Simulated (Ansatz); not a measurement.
**C₂H₈ClNOSi: a ladder of functionals and wavefunction methods**

How much do the methods differ for C₂H₈ClNOSi? The plan is to run it at one geometry with functionals of several rungs and with coupled cluster, and see how far each lands from CCSD(T) at the basis-set limit for the atomisation energy.

The runs use Ansatz 0.2.0, Gaussian basis; functionals in def2-TZVPP, the program's frozen cores in correlated methods.

The runs, in order: PBE-D4, r2SCAN-D4, PBE0-D4, B3LYP-D4, ωB97X-V, ωB97M-V, B2PLYP; CCSD(T)/def2-TZVPP; MP2/def2-QZVPP; extrapolation to the limit.

### 1 The geometry

An earlier PBE0-D4 in a triple-zeta def2 set relaxation fixed the geometry.

14 atoms, charge 0, spin multiplicity 1.

Atoms are counted from 1 here; the program's logs count them from 0.

Bond lengths: C1–O2 1.411 Å, C1–H7 1.091 Å, C1–H8 1.095 Å, C1–H9 1.094 Å, O2–Si3 1.631 Å, Si3–C4 1.846 Å, Si3–N5 1.702 Å, Si3–Cl6 2.070 Å, C4–H10 1.092 Å, C4–H11 1.093 Å, C4–H12 1.091 Å, N5–H13 1.004 Å, N5–H14 1.006 Å. Angles: O2–C1–H7 108.2°, O2–C1–H8 111.4°, O2–C1–H9 110.7°, H7–C1–H8 109.0°, H7–C1–H9 108.8°, H8–C1–H9 108.7°, C1–O2–Si3 124.3°, O2–Si3–C4 105.4°, O2–Si3–N5 111.9°, O2–Si3–Cl6 109.8°, C4–Si3–N5 116.4°, C4–Si3–Cl6 109.9°, N5–Si3–Cl6 103.5°, Si3–C4–H10 110.7°, Si3–C4–H11 110.2°, Si3–C4–H12 110.6°, H10–C4–H11 108.1°, H10–C4–H12 108.8° and more.

### 2 PBE-D4 (GGA)

Input file in.yaml:

```yaml
crystal:
  periodic: [false, false, false]
  atoms:
    - {symbol: C, position_ang: [-0.200598, -2.224123, 0.033893]}
    - {symbol: O, position_ang: [-0.016532, -0.999536, -0.641534]}
    - {symbol: Si, position_ang: [0.289667, 0.420940, 0.099565]}
    - {symbol: C, position_ang: [0.449446, 1.658226, -1.261499]}
    - {symbol: N, position_ang: [-0.860427, 0.767956, 1.304887]}
    - {symbol: Cl, position_ang: [2.068065, 0.295088, 1.150912]}
    - {symbol: H, position_ang: [-0.631343, -2.939329, -0.668860]}
    - {symbol: H, position_ang: [-0.877056, -2.111797, 0.887413]}
    - {symbol: H, position_ang: [0.755988, -2.615783, 0.393598]}
    - {symbol: H, position_ang: [1.199872, 1.338299, -1.986757]}
    - {symbol: H, position_ang: [-0.503826, 1.769067, -1.785386]}
    - {symbol: H, position_ang: [0.739009, 2.632122, -0.862775]}
    - {symbol: H, position_ang: [-0.589968, 1.030592, 2.235912]}
    - {symbol: H, position_ang: [-1.822298, 0.978288, 1.100621]}
basis:
  gaussian: {orbitals: def2-TZVPP}
hamiltonian: {xc: pbe, dispersion: d4}
output: {forces: true, orbitals: {seedname: orbitals}}
```

On the command line:

```console
ansatz run in.yaml --threads 2 --pin off --events-out ev --progress --plain --max-ram 22528MiB --backend cuda --devices 0, --max-vram 18GiB
```

The runs that follow: r2SCAN-D4 (meta-GGA); PBE0-D4 (hybrid); B3LYP-D4 (hybrid); ωB97X-V (range-separated); ωB97M-V (range-separated); B2PLYP (double hybrid); CCSD(T) in def2-TZVPP; MP2 in def2-QZVPP.

Before running them: what should the planned runs give, taken together? Wanted: atomisation energy, CCSD(T)/CBS; farthest; mean size of error, hybrid; mean size of error, range-separated; gap, smallest and largest; T1 diagnostic; triples share of the correlation energy.

The runs gave:

| quantity | value |
| --- | --- |
| atomisation energy, CCSD(T)/CBS | 55.219 eV |
| functionals within 0.276 eV (0.5 %) | r2SCAN-D4, PBE0-D4, B3LYP-D4, ωB97X-V, ωB97M-V |
| farthest | B2PLYP (-0.724 eV) |
| mean size of error, hybrid | 0.127 eV |
| mean size of error, range-separated | 0.153 eV |
| gap, smallest and largest | 6.21 eV (PBE-D4), 12.84 eV (ωB97X-V) |
| T1 diagnostic | 0.0100 |
| triples share of the correlation energy | 3.7 % |

In words: PBE-D4 is off by +0.705 eV. Double hybrids carry the basis error of their MP2 part in triple zeta, and no dispersion term here, so their miss is partly the set-up's. Misses under about 0.276 eV are within the doubt on the reference itself, which lacks core-valence correlation, relativity and higher excitations. Hartree-Fock recovers 73 % of the binding; the rest is correlation. The gap grows from 6.2 to 12.8 eV across the functionals, mostly with the share of exact exchange.
